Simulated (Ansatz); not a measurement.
# Alloy of SrO and BaO (26 of 32 Sr sites exchanged), 64 atoms, part 2 of 2

Ansatz 0.2.0, PAW.

## Step 3: HSE06 single point

in.yaml reads:

```yaml
crystal:
  lattice:
    - [10.849139, 0.000000, 0.000000]
    - [0.000000, 10.849139, 0.000000]
    - [0.000000, 0.000000, 10.849139]
  atoms:
    - { symbol: O, position: [0.249775, 0.000803, 0.000162] }
    - { symbol: O, position: [0.248501, 0.993716, 0.498946] }
    - { symbol: O, position: [0.247475, 0.499800, 0.001595] }
    - { symbol: O, position: [0.240930, 0.504916, 0.498075] }
    - { symbol: O, position: [0.750293, 0.012359, 0.001930] }
    - { symbol: O, position: [0.751801, 0.012031, 0.498330] }
    - { symbol: O, position: [0.750799, 0.492750, 0.009319] }
    - { symbol: O, position: [0.756188, 0.494818, 0.493427] }
    - { symbol: O, position: [0.990238, 0.251926, 0.000333] }
    - { symbol: O, position: [0.992790, 0.258752, 0.499283] }
    - { symbol: O, position: [0.999594, 0.748561, 0.001336] }
    - { symbol: O, position: [0.004671, 0.742720, 0.498022] }
    - { symbol: O, position: [0.510120, 0.250681, 0.001791] }
    - { symbol: O, position: [0.509066, 0.251917, 0.498646] }
    - { symbol: O, position: [0.500457, 0.749405, 0.009646] }
    - { symbol: O, position: [0.494444, 0.748514, 0.492924] }
    - { symbol: O, position: [0.998301, 0.997381, 0.251257] }
    - { symbol: O, position: [0.999641, 0.999472, 0.748149] }
    - { symbol: O, position: [0.991322, 0.500844, 0.256646] }
    - { symbol: O, position: [0.998258, 0.500415, 0.739393] }
    - { symbol: O, position: [0.501957, 0.989474, 0.250721] }
    - { symbol: O, position: [0.500492, 0.997914, 0.749657] }
    - { symbol: O, position: [0.508085, 0.506161, 0.251696] }
    - { symbol: O, position: [0.501482, 0.501391, 0.748443] }
    - { symbol: O, position: [0.252869, 0.251536, 0.251359] }
    - { symbol: O, position: [0.250861, 0.250335, 0.747969] }
    - { symbol: O, position: [0.258251, 0.747891, 0.256892] }
    - { symbol: O, position: [0.251494, 0.749177, 0.739015] }
    - { symbol: O, position: [0.749374, 0.257887, 0.248412] }
    - { symbol: O, position: [0.750017, 0.252050, 0.745277] }
    - { symbol: O, position: [0.742831, 0.741532, 0.251564] }
    - { symbol: O, position: [0.748365, 0.748837, 0.748149] }
    - { symbol: Ba, position: [0.997956, 0.001626, 0.000481] }
    - { symbol: Ba, position: [0.999492, 0.000020, 0.499942] }
    - { symbol: Ba, position: [0.996708, 0.498571, 0.002224] }
    - { symbol: Ba, position: [0.502159, 0.999948, 0.002105] }
    - { symbol: Ba, position: [0.500465, 0.998286, 0.498623] }
    - { symbol: Ba, position: [0.503375, 0.499662, 0.003787] }
    - { symbol: Ba, position: [0.502205, 0.500813, 0.497156] }
    - { symbol: Ba, position: [0.250055, 0.250091, 0.000426] }
    - { symbol: Ba, position: [0.248349, 0.251695, 0.499952] }
    - { symbol: Ba, position: [0.251736, 0.749612, 0.002366] }
    - { symbol: Ba, position: [0.748368, 0.747694, 0.003799] }
    - { symbol: Ba, position: [0.750016, 0.745194, 0.497014] }
    - { symbol: Ba, position: [0.251619, 0.996641, 0.251833] }
    - { symbol: Ba, position: [0.249928, 0.998276, 0.748323] }
    - { symbol: Ba, position: [0.250208, 0.502410, 0.253188] }
    - { symbol: Ba, position: [0.248672, 0.501203, 0.746683] }
    - { symbol: Ba, position: [0.748814, 0.001359, 0.251353] }
    - { symbol: Ba, position: [0.750144, 0.003088, 0.749857] }
    - { symbol: Ba, position: [0.751230, 0.497124, 0.748301] }
    - { symbol: Ba, position: [0.995334, 0.253262, 0.252371] }
    - { symbol: Ba, position: [0.996746, 0.251926, 0.748456] }
    - { symbol: Ba, position: [0.000024, 0.746595, 0.253148] }
    - { symbol: Ba, position: [0.001229, 0.747906, 0.746581] }
    - { symbol: Ba, position: [0.504809, 0.251635, 0.251026] }
    - { symbol: Ba, position: [0.503500, 0.249831, 0.750295] }
    - { symbol: Ba, position: [0.498993, 0.749420, 0.747924] }
    - { symbol: Sr, position: [0.997941, 0.499769, 0.498165] }
    - { symbol: Sr, position: [0.250116, 0.747490, 0.497978] }
    - { symbol: Sr, position: [0.750117, 0.251892, 0.005308] }
    - { symbol: Sr, position: [0.751661, 0.253892, 0.499246] }
    - { symbol: Sr, position: [0.749940, 0.498915, 0.251978] }
    - { symbol: Sr, position: [0.500663, 0.747665, 0.252370] }
kpoints:
  mp_grid: { grid: [1, 1, 1] }
hamiltonian:
  xc: hse06
scf:
  occupations: { method: fermi_dirac, width: 0.01 }
output:
  forces: true
  eigenvalues: true
  populations: true
  eigenstates: { kpoints: [[0, 0, 0]], e_range: [-6.0, 6.0], localisation: true }
  write_density: true
  write_potential: true
  elf: true
  volumetric_format: npy
```

Run with:

```bash
$ ansatz run in.yaml --threads 8 --pin off --max-ram 15200MiB --runs-dir r --events-out ev --progress --plain
```

The program printed:

```text
Pseudopotentials: kind: paw
Functional definition: HSE06
  parameter a = 0.25
  parameter omega = 0.11/bohr
  exchange = pbe_x - a*pbe_x_sr(omega) + a*exact_x_sr(omega)
  correlation = pbe_c
Crystal: 64 atoms, lattice volume = 1276.985 Å³
Basis set: ecut = 420 eV, 24885 PW (Γ), exchange–correlation on 150×150×150 points (8 copies of the dense FFT grid, shifted against one another)
Bands: 320, of which v1, the nominal top of the filled ones, is band 256 counted from 1 (255 counted from 0)
Symmetry: 1 space group operations
Space group: P1 (ITA 1), of the structure as read, at distance tolerance 1.1e-4 Å
k-points: 1
Non-local potential: O, projectors of the file, l = 0: 2, l = 1: 2, l = 2: 1
Non-local potential: Ba, projectors of the file, l = 0: 3, l = 1: 2, l = 2: 2, l = 3: 2
Non-local potential: Sr, projectors of the file, l = 0: 3, l = 1: 2, l = 2: 2
PAW form: soft (Blöchl's): semilocal exchange-correlation on the pseudo side does not see the compensation charge
PAW frozen core: O, regenerated for the run's functional, and the local potential with it (the file was generated under x = pbe(κ = 0.804, μ = 0.2195149727645171), c = pbe(β = 0.06672455060314922))
PAW frozen core: Ba, regenerated for the run's functional, and the local potential with it (the file was generated under x = pbe(κ = 0.804, μ = 0.2195149727645171), c = pbe(β = 0.06672455060314922))
PAW frozen core: Sr, regenerated for the run's functional, and the local potential with it (the file was generated under x = pbe(κ = 0.804, μ = 0.2195149727645171), c = pbe(β = 0.06672455060314922))
PAW one-centre angular grid: O, 110 points (default); XC on 96 Gauss nodes
PAW one-centre angular grid: Ba, 194 points (default); XC on 64 Gauss nodes
PAW one-centre angular grid: Sr, 110 points (default); XC on 64 Gauss nodes
Initial density: superposition of atomic densities (neutral atoms: chi_scale 0, normalization atom), corrected by the library's trained network
Initial wavefunctions: pseudopotential atomic-orbital guess
Functional: x = pbe(κ = 0.804, μ = 0.2195149727645171), c = pbe(β = 0.06672455060314922), warm-up for x = pbe(κ = 0.804, μ = 0.2195149727645171) + 0.25 (exact − pbe) at short range (hse, ω = 0.20786987370883472 Å⁻¹), c = pbe(β = 0.06672455060314922); HSE06 as pw.x's `hse` composes it (authors' and Libxc's form: `xc: wpbeh`)
SCF iter   1: F=—  HF=-194190.007838 eV  |F-HF|=—  |Δ(HF+E_count)|=         —  Δρ=4.54e-3  dr2=3.11e-1  ethr=1.77e-3  ⟨swp⟩=20.0  Hψ=2113  notcnv=2
preconditioner: auto → none  [insulator: Δε(μ)=2.036 eV  Ē_g=12.480 eV  σ=0.010 eV  W_gap=1.00  n_scr=256 (ndim 8)  ℏωp=22.0 eV  f_vac=0.000  D(μ)=0.00/eV (n_scr^D=0)]
iter 2 solved again at ethr=1.24e-6 eV; its pass at ethr=6.08e-5 eV (dr2=6.34e-3 eV) is discarded
SCF iter   2: F=—  HF=-194190.044241 eV  |F-HF|=—  |Δ(HF+E_count)|=   3.64e-2  Δρ=1.36e-3  dr2=1.34e-2  ethr=1.24e-6  ⟨swp⟩=10.0  Hψ=2409  notcnv=0  defer=8
eigensolver tolerance schedule calibrated: the retry pair's looser diagonalisation under-reported the residual by θ = 0.53 (0.31/decade); ethr = c·dr2/N_el runs at the constant in force after the calibration composes with the one it found (an armed cap, an earlier calibration), c = 1.0e-2
SCF iter   3: F=—  HF=-194190.043846 eV  |F-HF|=—  |Δ(HF+E_count)|=   3.95e-4  Δρ=4.44e-4  dr2=1.14e-3  ethr=2.69e-7  ⟨swp⟩=7.0  Hψ=1147  notcnv=0  defer=8
SCF iter   4: F=—  HF=-194190.045300 eV  |F-HF|=—  |Δ(HF+E_count)|=   1.45e-3  Δρ=1.57e-4  dr2=4.68e-4  ethr=2.28e-8  ⟨swp⟩=6.0  Hψ=1297  notcnv=0  defer=2
SCF iter   5: F=-194190.045200 eV  HF=-194190.045220 eV  |F-HF|=2.05e-5  |Δ(HF+E_count)|=   7.97e-5  Δρ=5.04e-5  dr2=3.81e-5  ethr=9.36e-9  ⟨swp⟩=7.0  Hψ=988  notcnv=0  defer=2
SCF 1 stopped early in 5 iterations: F = -194190.045200 eV  dr2 = 3.81e-5
Initial density: handed on by an earlier stage of this run
Initial wavefunctions: those handed on with the density
Functional: x = pbe(κ = 0.804, μ = 0.2195149727645171) + 0.25 (exact − pbe) at short range (hse, ω = 0.20786987370883472 Å⁻¹), c = pbe(β = 0.06672455060314922); HSE06 as pw.x's `hse` composes it (authors' and Libxc's form: `xc: wpbeh`)
Exchange kernel: α = 0.2500, screened, ω = 0.2079 Å⁻¹, Wigner–Seitz truncation, v(0) = 942.5188 eV·Å³, q-mesh 1×1×1, nearest image of the exchange supercell L = 10.85 Å, pair-density grid 54×54×54, without the augmentation charges, whose exchange is taken in its separable form (sized by the pseudopotential files, 75×75×75 at the most), smooth part of the exchange summed in real space on grids 54×6 [...]
Frozen-core exchange: fock
SCF iter   1: F=—  HF=-194324.029675 eV  |F-HF|=—  |Δ(HF+E_count)|=         —  Δρ=7.62e-3  dr2=1.39e0  ethr=7.45e-8  ⟨swp⟩=20.0  Hψ=2563  notcnv=2
preconditioner: auto → none  [insulator: Δε(μ)=3.445 eV  Ē_g=14.424 eV  σ=0.010 eV  W_gap=1.00  n_scr=256 (ndim 8)  ℏωp=22.0 eV  f_vac=0.000  D(μ)=0.00/eV (n_scr^D=0)]
SCF iter   2: F=—  HF=-194323.776452 eV  |F-HF|=—  |Δ(HF+E_count)|=   2.53e-1  Δρ=8.64e-3  dr2=6.97e-1  ethr=7.45e-8  ⟨swp⟩=13.0  Hψ=2186  notcnv=0
SCF iter   3: F=—  HF=-194323.628159 eV  |F-HF|=—  |Δ(HF+E_count)|=   1.48e-1  Δρ=1.95e-3  dr2=5.68e-2  ethr=7.45e-8  ⟨swp⟩=9.0  Hψ=1645  notcnv=0
SCF iter   4: F=—  HF=-194323.804029 eV  |F-HF|=—  |Δ(HF+E_count)|=   1.76e-1  Δρ=9.97e-4  dr2=2.18e-2  ethr=7.45e-8  ⟨swp⟩=8.0  Hψ=1574  notcnv=0  defer=2
SCF iter   5: F=—  HF=-194323.798022 eV  |F-HF|=—  |Δ(HF+E_count)|=   6.01e-3  Δρ=1.40e-4  dr2=4.03e-4  ethr=7.45e-8  ⟨swp⟩=7.0  Hψ=1153  notcnv=0
SCF iter   6: F=—  HF=-194323.799715 eV  |F-HF|=—  |Δ(HF+E_count)|=   1.69e-3  Δρ=1.10e-4  dr2=1.43e-4  ethr=5.51e-9  ⟨swp⟩=6.0  Hψ=1294  notcnv=0  defer=2
SCF iter   7: F=-194323.799625 eV  HF=-194323.799705 eV  |F-HF|=8.00e-5  |Δ(HF+E_count)|=   9.49e-6  Δρ=7.76e-5  dr2=8.01e-5  ethr=2.80e-9  ⟨swp⟩=5.0  Hψ=1065  notcnv=0
SCF 2 stopped early in 7 iterations: F = -194323.799625 eV  dr2 = 8.01e-5
  Residual-converged pass: ⟨swp⟩=4.0  Hψ=1080  notcnv=0  max |occ|·‖R‖ = 6.3e-6 eV (tolerance 6.7e-6 eV)  dr2=8.12e-5  dr2_onsite=3.77e-6  max |Δocc| = 0.0e0
[... from here the SCF cycle lines were not kept, up to the last twenty ...]
hybrid outer 1: dexx = +2.026e-1 eV, tail = 5.52e-4 eV
SCF iter   1: F=—  HF=-194323.794659 eV  |F-HF|=—  |Δ(HF+E_count)|=         —  Δρ=4.23e-5  dr2=2.55e-5  ethr=5.39e-7  ⟨swp⟩=14.0  Hψ=742  notcnv=0
preconditioner: auto → none  [insulator: Δε(μ)=3.280 eV  Ē_g=14.372 eV  σ=0.010 eV  W_gap=1.00  n_scr=256 (ndim 8)  ℏωp=22.0 eV  f_vac=0.002  D(μ)=0.00/eV (n_scr^D=0)]
SCF iter   2: F=—  HF=-194323.794693 eV  |F-HF|=—  |Δ(HF+E_count)|=   3.32e-5  Δρ=2.30e-5  dr2=9.06e-6  ethr=4.69e-10  ⟨swp⟩=6.0  Hψ=1330  notcnv=0
SCF iter   3: F=—  HF=-194323.794692 eV  |F-HF|=—  |Δ(HF+E_count)|=   8.65e-7  Δρ=9.38e-6  dr2=2.13e-6  ethr=1.40e-10  ⟨swp⟩=5.0  Hψ=1042  notcnv=0
SCF iter   4: F=—  HF=-194323.794701 eV  |F-HF|=—  |Δ(HF+E_count)|=   8.81e-6  Δρ=1.27e-5  dr2=2.02e-6  ethr=2.76e-11  ⟨swp⟩=9.0  Hψ=1363  notcnv=0  defer=2
SCF iter   5: F=—  HF=-194323.794700 eV  |F-HF|=—  |Δ(HF+E_count)|=   4.15e-7  Δρ=4.91e-6  dr2=3.83e-7  ethr=2.76e-11  ⟨swp⟩=7.0  Hψ=929  notcnv=0  defer=2
SCF iter   6: F=—  HF=-194323.794700 eV  |F-HF|=—  |Δ(HF+E_count)|=   7.79e-8  Δρ=1.72e-6  dr2=8.10e-8  ethr=7.22e-12  ⟨swp⟩=7.0  Hψ=902  notcnv=0  defer=1
SCF iter   7: F=—  HF=-194323.794700 eV  |F-HF|=—  |Δ(HF+E_count)|=   2.63e-7  Δρ=3.78e-6  dr2=1.89e-7  ethr=2.01e-12 (applied; sched 1.00e-12)  ⟨swp⟩=13.0  Hψ=1027  notcnv=0
SCF iter   8: F=-194323.794700 eV  HF=-194323.794700 eV  |F-HF|=3.26e-9  |Δ(HF+E_count)|=   4.90e-8  Δρ=5.34e-7  dr2=3.76e-9  ethr=3.05e-12 (applied; sched 1.00e-12)  ⟨swp⟩=6.0  Hψ=941  notcnv=0
SCF 3 converged in 8 iterations: F = -194323.794700 eV  dr2 = 3.76e-9
  Residual-converged pass: ⟨swp⟩=3.0  Hψ=706  notcnv=0  max |occ|·‖R‖ = 1.7e-6 eV (tolerance 2.5e-6 eV)  dr2=3.46e-9  dr2_onsite=1.99e-10  max |Δocc| = 0.0e0
hybrid outer 2: dexx = +9.657e-6 eV, tail = 5.92e-8 eV, Δε = 2.90e-3 eV (about 4.16e-5 eV left of the loop's levels), ΔF = 9.83e-4 eV/Å (tail 1.85e-4)
NSCF: frozen V_eff on 1 k-points
hybrid SCF converged: 2 outer / 15 inner (+5 warm-up), last move |dexx| = 9.66e-6 eV, tail = 5.92e-8 eV
Stability not checked: this state was not tested for a lower state beside it, because the functional holds exact exchange (a hybrid, or Hartree-Fock), whose exchange loop this test does not read (fock_operator; see scf.lower_state_search)
Free energy (F): -194323.794700 eV
Harris-Foulkes:  -194323.794700 eV  (|F-HF|=3.26e-9)
Internal energy: -194323.794700 eV  (E = F + TS)
E sigma→0 (E₀):  -194323.794700 eV
Fermi energy:    9.642509 eV
--- Per-component energies (eV) ---
  E_band       = -1347.771521
  E_kinetic    = 11584.241137
  E_local      = -19710.330834  (includes V_loc(G=0)·N_el)
  E_nonlocal   = 4184.814959
  E_hartree    = 6680.233180
  E_xc         = -6304.917913
  E_vxc        = -6091.130793  (∫ρ·V_xc dr)
  E_exx        = -1256.981712  (= α·E_x^exact, valence–valence)
  E_paw        = -157516.507120  (= ΣΔE_a)
  E_vpaw       = -2161.946691  (= ΣTr[D̂ρ^β])
  E_aug_tail   = 0.076218  (compensation charges beyond the density's cutoff)
  E_ewald      = -31977.483532
  E_core_change = -6.939114  (= ΣΔE_core)
  E_smearing   = -0.000000  (= −TS)
  E_closure    = 0.000030  (closes the sum)
  Σ components = -194323.794700   (vs F -194323.794700, Δ=0.00e0)
--- Forces (eV/Å), atoms counted from 1 ---
  atom   1  O     -0.02992086     0.03640796    -0.00821948
  atom   2  O     -0.02328113     0.02484881     0.00122296
  atom   3  O     -0.04511904    -0.01699561     0.00281845
[... 1 atom left out ...]
  atom   5  O      0.01530880     0.08335685    -0.00316218
  atom   6  O      0.01393464     0.07121915    -0.00827192
[... 14 atoms left out ...]
  atom  21  O     -0.00473763    -0.06298213    -0.00948291
  atom  22  O     -0.00689881    -0.04417827     0.01211562
[... 2 atoms left out ...]
  atom  25  O      0.04296750    -0.00038916    -0.01572408
  atom  26  O      0.03321390    -0.00651840    -0.03270597
[... 38 atoms left out ...]
  max |Σ_I F_I| component: 7.35e-5 eV/Å
--- Band table (eV) ---
  k-point 0: bands = [... 244 lower levels ..., "7.7351", "7.7455", "7.7520", "7.7858", "7.7885", "7.7910", "7.8310", "7.8444", "7.8475", "7.9940", "7.9959", "7.9995", "11.2808", "11.2916", "11.3063", "12.3095", "12.3223", "12.3335", "12.3440", "12.3509", "12.3601", "12.9607", "13.8496", "13.8788", ... 52 higher levels ...]
--- Löwdin populations: 64 sites ---
  site symbol       q [e]
     0      O      7.4113
     1      O      7.4055
[... 62 atoms left out ...]
  spilling = 0.020016 (of n_electrons = 512.000000)
```

Run time: 8.6 min. Hardware: 8 threads of AMD EPYC 7R43, shared host; peak memory 7.5 GiB.

Top filled level 8.000 eV, lowest empty level 11.281 eV: 3.28 eV apart at the Γ point alone.

Frontier states and how far they spread:

```csv
level (eV),spin,filling,atoms sharing it,main element,its share,largest atom
-0.16,both,2.00,21.1,O,0.86,O17 (0.10)
-0.15,both,2.00,23.3,O,0.86,–
-0.01,both,2.00,25.1,O,0.86,–
0.00,both,2.00,25.6,O,0.86,–
0.00,both,2.00,21.9,O,0.86,–
3.28,both,0.00,56.3,Ba,0.58,–
3.29,both,0.00,56.5,Ba,0.57,–
3.31,both,0.00,57.1,Ba,0.56,–
```

The largest force by HSE06 is only 0.08 eV/Å (on O5), so the positions lie close to this level's own in this cell.

Density in a lattice plane of the grid's cell (edges 10.85 and 10.85 Å, at 0.250 of the third edge), which holds O and Ba and Sr.

Ten even steps from ' ' (0.05 e/Å³) to '@' (7.52 e/Å³):
```
--..      ......      ..--..      ::--::      ::
                                                
                                                
....      ..--..      ......      ..::..      ..
  ....    ==@@++    ....  ....    ==@@==    ....
....      ..--..      ......      ..==..      ..
                                                
                                                
--..      ......      ..--..      ::--::      ..
@@--    ....  ....    --@@**..  ..--..--..    **
--..      ......      ..--::      ::--::      ..
                                                
                                                
....      ..--..      ......      ..--..      ..
  ....    ==@@++    ....  ....    ==@@==    ....
....      ..--..      ......      ..--..      ..
                                                
                                                
--..      ......      ..--::      ::--::      ::
@@--    ....  ....    --@@**..  ..--..--..  ..**
```
Columns run along the first of these edges and rows up along the second, over one cell in 24 and 20 even steps from the bottom left corner. Atoms in the plane (fractional): O at (0.99, 0.00), O at (0.99, 0.50), O at (0.51, 0.00), O at (0.51, 0.50), O at (0.25, 0.25), O at (0.25, 0.75), O at (0.75, 0.25), O at (0.75, 0.75), Ba at (0.25, 0.00), Ba at (0.25, 0.50), Ba at (1.00, 0.25), Ba at (1.00, 0.75), Ba at (0.50, 0.25), Ba at (0.50, 0.75), Sr at (0.75, 0.01), Sr at (0.75, 0.50).

ELF in the same plane.

Ten even steps from ' ' (0.00) to '@' (0.86):
```
@@@@==..@@@@**@@@@..==@@@@@@##  ++@@@@@@++  ##@@
--::..  --**##**--    ::--::..    ::==::    ::--
##**::  ..::--::..  ::**##**--  ..--==--..  ::**
**@@%%  ++@@@@@@++  %%@@**@@@@..++@@@@@@++..@@@@
  ==@@..**%%::%%##..@@==  ::@@..**%%::%%**..@@::
++@@@@..++@@@@@@**  %%@@**@@@@..++@@@@@@++..@@@@
##**::  ..------..  ::**##**--  ::==++==::  --**
--::..  --**##**::  ..::----..    --==--    ..::
@@@@==..@@@@**@@@@..==@@@@@@##  ++@@@@@@**  ##@@
--@@++::@@--  ==@@..++@@--##%%  %%##  ##%%  %%%%
@@@@==..@@@@**@@@@..==@@@@@@##  **@@@@@@**  ##@@
--::..  --**##**::  ..::----::    --++--    ..--
##**::  ..::----..  ::**##**--  ..--==--..  --**
++@@%%  ++@@@@@@**  %%@@**@@@@..++@@@@@@++..@@%%
  ==@@..**@@::%%##..@@==  ::@@::**%%--@@**::@@::
##@@%%  ++@@@@@@**  %%@@**@@@@..++@@@@@@++..@@@@
##++::  ..::--::..  ::**##**--  ..--==--..  ::**
--::..  --**##**--  ..::----::    ==++==..  ::--
@@@@==..@@@@**@@@@..==@@@@@@##  **@@%%@@**  ##@@
--@@++..@@--  --@@::++@@--##%%  %%##  ##%%  %%##
```
Columns run along the first of these edges and rows up along the second, over one cell in 24 and 20 even steps from the bottom left corner. Atoms in the plane (fractional): O at (0.99, 0.00), O at (0.99, 0.50), O at (0.51, 0.00), O at (0.51, 0.50), O at (0.25, 0.25), O at (0.25, 0.75), O at (0.75, 0.25), O at (0.75, 0.75), Ba at (0.25, 0.00), Ba at (0.25, 0.50), Ba at (1.00, 0.25), Ba at (1.00, 0.75), Ba at (0.50, 0.25), Ba at (0.50, 0.75), Sr at (0.75, 0.01), Sr at (0.75, 0.50).

Both are smooth fields of the valence electrons: close to the nuclei they are not physical.

The highest ELF values outside the cores: 0.84 in the shell around O, 0.6 Å from O.

## Step 4: Results

This closing draws on all 2 parts. Changes of volume or cell count from the first structure of part 1.

| level | time | k points | top filled to lowest empty (eV) |
| --- | --- | --- | --- |
| PBEsol, relaxation | 1.8 min (8 CPU threads) | (¼, ¼, ¼) | 2.62 |
| HSE06 | 8.6 min (8 CPU threads) | Γ | 3.28 |

| quantity | value |
| --- | --- |
| relaxation | 5 recorded steps, 0.85 eV gained |
| largest shift | 0.14 Å (O8 and others alike) |
| relaxed cell | a = 10.849 Å, b = 10.849 Å, c = 10.849 Å, α = 90.00°, β = 90.00°, γ = 90.00° |
| mean bonds | Ba–O 2.731, O–Sr 2.635 Å |

**Reading.** Relaxation gains 0.85 eV, with shifts up to 0.14 Å (O8 and others alike), while the volume changes by +0.2 %. The mean lengths of the listed bonds run from O–Sr 2.63 Å to Ba–O 2.73 Å. The relaxation ran on other k points, so part of any difference from the later rows can come from the mesh. With one k point the spacing samples only the states that fold onto it, so it can exceed the gap over the zone.
